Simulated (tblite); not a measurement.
# C6H10P2S: the cost of one run

The runs use tblite 0.8.0 and PySCF 2.14.0, with density-fitted response routines of our own; the level of theory stands in each step. All values are computed, except where a source is named. Atoms count from 0, in the outputs and in this text.

### Step 1. The starting structure

19 atoms, charge 0, multiplicity 1; geometry from: force field or distance geometry start.

Bonds of the start (Å): C0–C1 1.33, C1–P2 1.86, P2–C3 1.86, P2–C4 1.82, C4–C5 1.20, C5–P6 1.76, P6–C7 1.79, P6–S8 1.73, C0–H9 1.08, C0–H10 1.09, C1–H11 1.09, C3–H12 1.09, C3–H13 1.12, C3–H14 1.12, P6–H15 1.43, C7–H16 1.10, C7–H17 1.12, C7–H18 1.12.

### Step 2. Geometry optimisation with GFN2-xTB

What the job is given:

```
{"job": {"kind": "relax", "xc": "GFN2-xTB", "basis": "xTB"}, "charge": 0, "multiplicity": 1}
C     -3.424400     1.859600    -0.390100
C     -2.444700     1.237600     0.260800
P     -1.526300    -0.093000    -0.659300
C     -2.446600    -1.696600    -0.467000
C      0.144300    -0.214100     0.049400
C      1.244300    -0.293000     0.520200
P      2.863000    -0.419600     1.209700
C      4.059600     0.334000     0.114000
S      3.172600    -2.092100     1.548300
H     -3.598700     1.519600    -1.400900
H     -4.011700     2.644300     0.083900
H     -2.184200     1.480900     1.294700
H     -2.928700    -1.994400    -1.394400
H     -3.198300    -1.554400     0.351100
H     -1.753100    -2.512700    -0.140500
H      2.921900     0.306700     2.443900
H      3.757800     1.290400    -0.328700
H      4.989800     0.535200     0.700400
H      4.353800    -0.329100    -0.742500
```

The run is started by

```bash
$ OMP_NUM_THREADS=1 python probes_run.py task.json out
```

One launch serves the whole session: the jobs run in the order shown.

**Question.** How long does this first job take on 1 thread of Arm Neoverse V1, shared host?

About 1.6 s.
